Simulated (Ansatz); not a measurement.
# MnSe2: the cost of one run

Program: Ansatz 0.2.0. Level of theory: DFT PBEsol+U (U = 5 eV, J = 0.7 eV on Mn d), plane waves, PAW. These are calculated values, not measurements.

### Step 1. The structure to begin with

Symmetry: Fm-3m, No. 225, cubic system. The conventional cell has a = 6.016 Å, b = 6.016 Å, c = 6.016 Å, α = 90.00°, β = 90.00°, γ = 90.00°. Mn (site symmetry m-3m) has 8 Se at 2.60 Å as nearest neighbours. Se (site symmetry -43m) is surrounded by 4 Mn at 2.60 Å.

Structure file:

```xyz
3
Lattice="0.0000 3.0079 3.0079 3.0079 0.0000 3.0079 3.0079 3.0079 0.0000" Properties=species:S:1:pos:R:3 pbc="T T T"
Mn    0.0000    0.0000    0.0000
Se    1.5040    1.5040    1.5040
Se    4.5119    4.5119    4.5119
```

An earlier series on this cell reached its lowest free state from «ferromagnetic start, free, natural orbitals of the symmetric run filled by rank», perhaps among other starts.

### Step 2. Total moment locked, 1.50 μB per cell

input.yaml

```yaml
crystal:
  lattice:
    - [0.0, 3.00793522, 3.00793522]
    - [3.00793522, 0.0, 3.00793522]
    - [3.00793522, 3.00793522, 0.0]
  atoms:
    - { symbol: Mn, position: [0.0, 0.0, 0.0], spin: 1.5 }
    - { symbol: Se, position: [0.25, 0.25, 0.25] }
    - { symbol: Se, position: [0.75, 0.75, 0.75] }
basis:
  ecutwfc: 420
  ecutrho_ratio: 4
kpoints:
  mp_grid: { grid: [6, 6, 6] }
hamiltonian:
  xc: pbesol
  hubbard: { sites: [{ site: 0, l: d, u: 5.0, j: 0.7 }] }
scf:
  occupations: { method: gaussian, width: 0.05 }
  lower_state_search: "off"
  max_iter: 150
output:
  forces: true
  stress: true
  eigenvalues: true
  populations: true
  hubbard: { sites: [{ site: 0, l: d }] }
magnetization:
  spin_polarized: true
  initial_magnetization: 1.5
  spin_locking: { lock_magnetization: hard }
```

The lock stays on to the end, so the result is a constrained state.

The run is started by

```console
> ansatz run input.yaml --threads 2 --pin off --max-ram 3072MiB --backend cpu --events-out ev --progress --plain --runs-dir out
```

What time and memory should one allow on 2 threads of Arm Neoverse V1, shared host?

About 4.1 s, with a peak of 0.37 GiB.
